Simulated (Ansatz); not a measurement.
# CH4Ge: basis-set convergence

The task here is to estimate one member of a computed series from the others.

The runs use Ansatz 0.2.0, Gaussian basis; one geometry, several basis sets.

Levels to be run: PBE0-D4/def2-SVP; ωB97M-V/def2-SVP; PBE0-D4/def2-QZVPP; ωB97M-V/def2-QZVPP; the functionals' def2-TZVPP values are taken from earlier runs.

### The geometry

An earlier PBE0-D4 in a triple-zeta def2 set relaxation fixed the geometry.

SMILES `[CH3][GeH]`, 6 atoms, charge 0, spin multiplicity 1.

Atoms are counted from 1 here; the program's logs count them from 0.

Bond lengths: C1–Ge2 1.989 Å, C1–H3 1.096 Å, C1–H4 1.090 Å, C1–H5 1.095 Å, Ge2–H6 1.601 Å. Angles: Ge2–C1–H3 109.2°, Ge2–C1–H4 112.8°, Ge2–C1–H5 109.6°, H3–C1–H4 109.3°, H3–C1–H5 106.2°, H4–C1–H5 109.4°, C1–Ge2–H6 93.1°.

Coordinates:

```xyz
6
CH4Ge
C    -0.06998   -0.41059   -0.39396
Ge    0.84201    0.24255    1.24891
H    -1.15273   -0.42208   -0.22574
H     0.25897   -1.40558   -0.69318
H     0.10425    0.29301   -1.21531
H     0.05958    1.63869    1.23298
```

The first run:

File in.yaml:

```yaml
crystal:
  periodic: [false, false, false]
  atoms:
    - {symbol: C, position_ang: [-0.069976, -0.410590, -0.393963]}
    - {symbol: Ge, position_ang: [0.842014, 0.242547, 1.248910]}
    - {symbol: H, position_ang: [-1.152732, -0.422076, -0.225737]}
    - {symbol: H, position_ang: [0.258968, -1.405579, -0.693181]}
    - {symbol: H, position_ang: [0.104250, 0.293009, -1.215314]}
    - {symbol: H, position_ang: [0.059577, 1.638689, 1.232985]}
basis:
  gaussian: {orbitals: def2-SVP}
hamiltonian: {xc: pbe0, dispersion: d4}
output: {orbitals: {seedname: orbitals}}
```

Command:

```bash
> ansatz run in.yaml --threads 2 --pin off --events-out ev --progress --plain --max-ram 32768MiB --backend cpu
```

Steps of the session up to this table: PBE0-D4 in def2-SVP; ωB97M-V in def2-SVP; PBE0-D4 in def2-QZVPP; ωB97M-V in def2-QZVPP.

One of the session's tables, all rows but one given; the rest of the session is left out.

It belongs to the step «Functionals by basis». 

| functional | basis | HOMO (eV) | LUMO (eV) |
| --- | --- | --- | --- |
| PBE0-D4 | def2-SVP | -6.35 | -2.52 |
| PBE0-D4 | def2-TZVPP | -6.38 | -2.54 |
| PBE0-D4 | def2-QZVPP | -6.42 | -2.59 |
| ωB97M-V | def2-SVP | -8.45 | -0.51 |
| ωB97M-V | def2-TZVPP | ? | ? |
| ωB97M-V | def2-QZVPP | -8.54 | -0.67 |

**Question.** Estimate the row for ωB97M-V, def2-TZVPP.

The run gave: HOMO (eV): -8.50; LUMO (eV): -0.54. In the column «HOMO (eV)» it lies between ωB97M-V, def2-QZVPP (-8.54) and ωB97M-V, def2-SVP (-8.45).
